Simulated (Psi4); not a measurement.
# GeSiH3OF (SMILES [F][Ge][O][SiH3]), step by step

Aim: a series of 10 runs (PBE-D4/def2-SVP, PBE0-D4/def2-TZVP, PBE-D4/def2-TZVPP, r2SCAN-D4/def2-TZVPP, B3LYP-D4/def2-TZVPP, PBE0-D4/def2-TZVPP, wB97M-V/def2-TZVPP, CCSD(T)/def2-TZVPP, and more) of GeSiH3OF. 

The results are computed with Psi4 1.11.

## (1) The molecule

GeSiH3OF has 7 atoms, charge 0, and is taken as a singlet. As SMILES, `[F][Ge][O][SiH3]`. The shape comes from a force field and isn't a relaxed structure. This is one conformer, not always the lowest. The run starts from this shape.

Bond lengths: F1–Ge2 1.769 Å, Ge2–O3 1.808 Å, O3–Si4 1.721 Å, Si4–H5 1.535 Å, Si4–H6 1.572 Å, Si4–H7 1.382 Å. Angles: F1–Ge2–O3 112.8°, Ge2–O3–Si4 100.5°, O3–Si4–H5 103.1°, O3–Si4–H6 105.9°, O3–Si4–H7 116.0°, H5–Si4–H6 106.7°, H5–Si4–H7 109.1°, H6–Si4–H7 115.0°.

## (2) A structure relaxation at PBE-D4/def2-SVP (density fitting) (run 1)

fgeh3osi.in

```
memory 4.4 GB

molecule geom {
  0 1
  F      1.309489    -2.209961     0.967202
  Ge    -0.337546    -1.567457     1.040522
  O     -0.859063    -0.795049    -0.508924
  Si    -0.101891     0.743264    -0.362832
  H     -0.460882     1.433833    -1.685367
  H     -0.882551     1.502129     0.770731
  H      1.272382     0.731119    -0.217052
  symmetry c1
}

set globals {
  basis                   def2-SVP
  scf_type                df
  geom_maxiter            60
  max_force_g_convergence 0.0005
}

opt('pbe-d4')
print_variables()
```

Run with:

```
$ psi4 -n 2 fgeh3osi.in fgeh3osi.out
```

fgeh3osi.out:

```text
[...]
  Running in c1 symmetry.
[...]
  Nuclear repulsion =  353.615178795459315
[...]
  Multiplicity = 1
[...]
  Nalpha       = 33
  Nbeta        = 33
[...]
    Number of basis functions: 93
[...]
   @DF-RKS iter   1: -2541.01121878426147   -2.25827e+00   2.59073e-02 ADIIS/DIIS
[...]
   @DF-RKS iter   8: -2542.33492958640818   -4.09273e-12   4.28563e-09 DIIS
[...]
  @DF-RKS Final Energy: -2542.33492958640818
   => Energetics <=
    Nuclear Repulsion Energy =            342.4611624582728950
    One-Electron Energy =               -4222.8514854014520097
    Two-Electron Energy =                1457.5277717111139282
    DFT Exchange-Correlation Energy =    -119.4666126695396997
    Empirical Dispersion Energy =          -0.0057656848034811
    VV10 Nonlocal Energy =                  0.0000000000000000
    Total Energy =                      -2542.3349295864081796
[...]
  -Total Gradient:
     Atom            X                  Y                   Z
    ------   -----------------  -----------------  -----------------
       1       -0.000192642492    -0.000111173452    -0.000251302765
       2       -0.000064530775     0.000095463668    -0.000021773924
       3        0.000513364351    -0.000128217041     0.000147027775
       4       -0.000408536884     0.000265901124     0.000209607124
       5       -0.000061906204     0.000111227785     0.000190014509
       6       -0.000197716055    -0.000017773383    -0.000285560497
       7        0.000238624204    -0.000450480464    -0.000121430392
[...]
```

On the terminal:

```text
Optimizer: Optimization complete!
```

Wall time 3.3 min (2 threads of AMD EPYC 7R43 (Zen 3), shared host); peak memory 0.68 GiB.

Step by step:

```tsv
step	energy from the first frame kept (eV)	largest force (eV/Å)
0	0.0000	4.5460
1	-0.4368	1.3538
2	-0.6092	0.6754
3	-0.6860	0.4604
4	-0.7564	0.3775
5	-0.8379	0.3195
6	-0.8831	0.3274
7	-0.8993	0.2656
8	-0.9054	0.1534
9	-0.9084	0.1332
10	-0.9112	0.1403
11	-0.9146	0.1531
12	-0.9262	0.2052
13	-0.9532	0.3081
14	-0.7202	2.0119
15	-0.9153	0.7588
16	-0.8955	1.5570
17	-0.9663	0.8747
18	-0.9924	0.1505
19	-0.9939	0.1220
20	-0.9955	0.0865
21	-0.9963	0.0571
22	-0.9972	0.0721
23	-0.9982	0.0654
24	-0.9989	0.0282
```

After the run. Bond lengths: F1–Ge2 1.790 Å, Ge2–O3 1.797 Å, O3–Si4 1.698 Å, Si4–H5 1.501 Å, Si4–H6 1.503 Å, Si4–H7 1.504 Å. Angles: F1–Ge2–O3 96.6°, Ge2–O3–Si4 131.4°, O3–Si4–H5 107.2°, O3–Si4–H6 110.9°, O3–Si4–H7 110.5°, H5–Si4–H6 108.9°, H5–Si4–H7 109.4°, H6–Si4–H7 109.9°.

## (3) A geometry optimisation at PBE0-D4/def2-TZVP (density fitting) (run 2)

calc.in

```
memory 4400 MB

molecule {
  F      0.909770    -1.239745     1.779796
  Ge    -0.296013    -2.002885     0.699658
  O     -0.663924    -0.533801    -0.268148
  Si    -0.064885     1.052599    -0.174508
  H     -0.746149     1.847602    -1.250412
  H     -0.381213     1.666399     1.159961
  H      1.420759     1.067842    -0.407030
  symmetry c1
}

set globals {
  basis def2-TZVP
  scf_type df
  geom_maxiter 50
  max_force_g_convergence 0.0002
}

E, wfn = optimize('pbe0-d4', return_wfn=True)
```

Run with:

```
$ psi4 -i calc.in -o calc.out -n 2
```

calc.out:

```text
[...]
  Running in c1 symmetry.
[...]
  Nuclear repulsion =  342.461137395611900
[...]
  Multiplicity = 1
[...]
  Nalpha       = 33
  Nbeta        = 33
[...]
    Number of basis functions: 165
[...]
   @DF-RKS iter   1: -2541.68089650329512   -2.69456e+00   1.77927e-02 DIIS/ADIIS
[...]
   @DF-RKS iter   7: -2543.00056467410150   -1.40972e-11   7.18638e-09 DIIS
[...]
  @DF-RKS Final Energy: -2543.00056467410150
   => Energetics <=
    Nuclear Repulsion Energy =            345.6554011769069916
    One-Electron Energy =               -4230.7425385099704727
    Two-Electron Energy =                1432.4792899104834305
    DFT Exchange-Correlation Energy =     -90.3878537813452567
    Empirical Dispersion Energy =          -0.0048634701763942
    VV10 Nonlocal Energy =                  0.0000000000000000
    Total Energy =                      -2543.0005646741014971
[...]
  -Total Gradient:
     Atom            X                  Y                   Z
    ------   -----------------  -----------------  -----------------
       1        0.000010025299     0.000008322074     0.000008152718
       2        0.000006307003     0.000005505557     0.000005508089
       3       -0.000012986232     0.000015467303    -0.000016814455
       4        0.000015056502    -0.000001410329     0.000020454716
       5        0.000020602174     0.000022289106     0.000009399595
       6        0.000023384664     0.000013966352     0.000018322438
       7        0.000020244956     0.000020685599     0.000017642655
[...]
```

The script printed:

```text
Optimizer: Optimization complete!
```

Run time: 2 min. Hardware: 2 threads of AMD EPYC 7R43 (Zen 3), shared host; peak memory 1 GiB.

Steps, from the record of the run:

```tsv
step	energy from the first frame kept (eV)	largest force (eV/Å)
0	0.0000	0.9336
1	-0.0490	0.2832
2	-0.0517	0.1108
3	-0.0540	0.0903
4	-0.0548	0.0753
5	-0.0552	0.0158
6	-0.0552	0.0017
```

After the run. Bond lengths: F1–Ge2 1.764 Å, Ge2–O3 1.768 Å, O3–Si4 1.654 Å, Si4–H5 1.484 Å, Si4–H6 1.485 Å, Si4–H7 1.485 Å. Angles: F1–Ge2–O3 97.6°, Ge2–O3–Si4 136.8°, O3–Si4–H5 107.6°, O3–Si4–H6 110.6°, O3–Si4–H7 110.6°, H5–Si4–H6 109.3°, H5–Si4–H7 109.3°, H6–Si4–H7 109.5°.

Runs 3 to 6 aren't shown in full; the table further down has their settings and results.

## (4) The charge distribution at PBE0-D4/def2-TZVPP (density fitting) (run 7)

input.inp

```
memory 4400 mb

molecule geom {
  0 1
  F      1.68662025    -2.53759038     3.41750356
  Ge    -0.57369817    -3.75783189     1.29326809
  O     -1.14679164    -0.94229492    -0.41032001
  Si    -0.12221615     2.00993727    -0.34170784
  H     -1.44685558     3.41300034    -2.37695988
  H     -0.70186507     3.19648308     2.13420944
  H      2.64492871     2.10340502    -0.79805780
  units au
  symmetry c1
}

set {
  scf_type df
  dft_radial_points 99
  dft_spherical_points 590
}

energy_value, wavefunction = energy("pbe0-d4/def2-TZVPP", return_wfn=True)
oeprop(wavefunction, "DIPOLE", "MULLIKEN_CHARGES", "LOWDIN_CHARGES", "WIBERG_LOWDIN_INDICES", title="PBE0-D4")
```

Run with:

```
$ psi4 -i input.inp -o input.out -n 2
```

input.out:

```text
[...]
  Running in c1 symmetry.
[...]
  Nuclear repulsion =  345.655411439142199
[...]
  Multiplicity = 1
[...]
  Nalpha       = 33
  Nbeta        = 33
[...]
    Number of basis functions: 194
[...]
   @DF-RKS iter   1: -2541.67454448465014   -2.58094e+00   1.51651e-02 DIIS/ADIIS
[...]
   @DF-RKS iter   9: -2543.00104954552444   -7.09551e-08   4.36674e-07 DIIS
[...]
  @DF-RKS Final Energy: -2543.00104954552444
   => Energetics <=
    Nuclear Repulsion Energy =            345.6554114391421990
    One-Electron Energy =               -4230.7419373419706972
    Two-Electron Energy =                1432.4779902957395734
    DFT Exchange-Correlation Energy =     -90.3876504679512038
    Empirical Dispersion Energy =          -0.0048634704843747
    VV10 Nonlocal Energy =                  0.0000000000000000
    Total Energy =                      -2543.0010495455244381
[...]
 Multipole Moments:
 ------------------------------------------------------------------------------------
     Multipole            Electronic (a.u.)      Nuclear  (a.u.)        Total (a.u.)
 ------------------------------------------------------------------------------------
 L = 1.  Multiply by 2.5417464519 to convert [e a0] to [Debye]
 Dipole X            :         -1.6923426            1.3511850           -0.3411576
 Dipole Y            :        -16.8424215           16.4429172           -0.3995043
 Dipole Z            :          4.3476393           -4.5879586           -0.2403193
 Magnitude           :                                                    0.5777072
[...]
```

Wall time 30 s (2 threads of AMD EPYC 7R43 (Zen 3), shared host); peak memory 1.9 GiB.

Atomic charges (e):

```tsv
atom	Löwdin	Mulliken
F1	-0.192	-0.386
Ge2	+0.374	+0.652
O3	-0.127	-0.473
Si4	+0.262	+0.405
H5	-0.105	-0.066
H6	-0.106	-0.066
H7	-0.106	-0.066
```

Runs 8 to 9 aren't shown in full; the table further down has their settings and results.

## (5) The energy at MP2/def2-QZVPP (density fitting, density fitting for correlation) (run 10)

fgeh3osi.inp

```
memory 4400 mb

molecule system {
  F      0.892521    -1.342835     1.808465
  Ge    -0.303588    -1.988559     0.684368
  O     -0.606856    -0.498641    -0.217132
  Si    -0.064674     1.063613    -0.180824
  H     -0.765643     1.806082    -1.257833
  H     -0.371411     1.691506     1.129375
  H      1.399636     1.113074    -0.422314
  symmetry c1
}

set globals {
  basis def2-QZVPP
  reference rhf
  scf_type df
  num_frozen_docc 16
}

result, w = energy('mp2', return_wfn=True)
```

Run with:

```
$ psi4 fgeh3osi.inp fgeh3osi.out -n 2
```

fgeh3osi.out:

```text
[...]
  Running in c1 symmetry.
[...]
  Nuclear repulsion =  345.655411150481257
[...]
  Multiplicity = 1
[...]
  Nalpha       = 33
  Nbeta        = 33
[...]
    Number of basis functions: 363
[...]
   @DF-RHF iter   1: -2539.48822728334562   -3.95937e+00   8.24430e-03 ADIIS/DIIS
[...]
   @DF-RHF iter  12: -2540.61423176602511   -3.22871e-11   3.81739e-09 DIIS
[...]
  @DF-RHF Final Energy: -2540.61423176602511
   => Energetics <=
    Nuclear Repulsion Energy =            345.6554111504812568
    One-Electron Energy =               -4231.2623768653857041
    Two-Electron Energy =                1344.9927339488797315
    Total Energy =                      -2540.6142317660251138
[...]
 Multipole Moments:
 ------------------------------------------------------------------------------------
     Multipole            Electronic (a.u.)      Nuclear  (a.u.)        Total (a.u.)
 ------------------------------------------------------------------------------------
 L = 1.  Multiply by 2.5417464519 to convert [e a0] to [Debye]
 Dipole X            :         -1.7245500            1.3511850           -0.3733650
 Dipole Y            :        -16.8663608           16.4429172           -0.4234436
 Dipole Z            :          4.3198165           -4.5879586           -0.2681421
 Magnitude           :                                                    0.6249849
[...]
```

Wall time 23 s (2 threads of AMD EPYC 7R43 (Zen 3), shared host); peak memory 1.3 GiB.

## (6) All runs side by side

```tsv
run	level	geom maxiter	max force g convergence	energy (Eh)	dipole moment (D)	HOMO energy (eV)	LUMO energy (eV)	wall time
1	PBE-D4/def2-SVP (density fitting)	60	0.0005	-2542.334930	1.10	-7.19	-2.98	3.3 min
2	PBE0-D4/def2-TZVP (density fitting)	50	0.0002	-2543.000565	1.47	-8.53	-2.27	2 min
3	PBE0-D4/def2-TZVP (density fitting)	–	–	-2543.000565	1.47	–	–	10 min
4	PBE-D4/def2-TZVPP (density fitting)	–	–	-2542.925470	1.37	-7.31	-3.05	30 s
5	r2SCAN-D4/def2-TZVPP (density fitting)	–	–	-2543.448468	1.37	-7.64	-3.00	73 s
6	B3LYP-D4/def2-TZVPP (density fitting)	–	–	-2543.645608	1.54	-8.37	-2.52	28 s
7	PBE0-D4/def2-TZVPP (density fitting)	–	–	-2543.001050	1.47	-8.53	-2.27	30 s
8	wB97M-V/def2-TZVPP (density fitting)	–	–	-2543.382517	1.58	-10.84	-0.33	83 s
9	CCSD(T)/def2-TZVPP (density fitting, density fitting for correlation)	–	–	-2541.440824	–	-11.18	0.80	15 min
10	MP2/def2-QZVPP (density fitting, density fitting for correlation)	–	–	-2541.770364	–	-11.21	0.59	23 s
```

## (7) What came out

```
                                                            quantity           value
                                run 10, MP2/def2-QZVPP: total energy  -2541.77036 Eh
         run 10, MP2/def2-QZVPP: HOMO energy (Hartree–Fock orbitals)       -11.21 eV
         run 10, MP2/def2-QZVPP: LUMO energy (Hartree–Fock orbitals)         0.59 eV
       run 10, MP2/def2-QZVPP: HOMO–LUMO gap (Hartree–Fock orbitals)        11.81 eV
run 10, MP2/def2-QZVPP: correlation energy (16 core orbitals frozen)     -1156.1 mEh
```

In words: Over runs 3, 4, 5, 6, 7, 8 the dipole moment (its size) runs from 1.37 D (r2SCAN-D4/def2-TZVPP) to 1.58 D (wB97M-V/def2-TZVPP). Over runs 4, 5, 6, 7, 8 the HOMO–LUMO gap runs from 4.26 eV (PBE-D4/def2-TZVPP) to 10.51 eV (wB97M-V/def2-TZVPP). Totals of different functionals can't be ranked against each other. All runs together took 35 min, the longest 15 min.
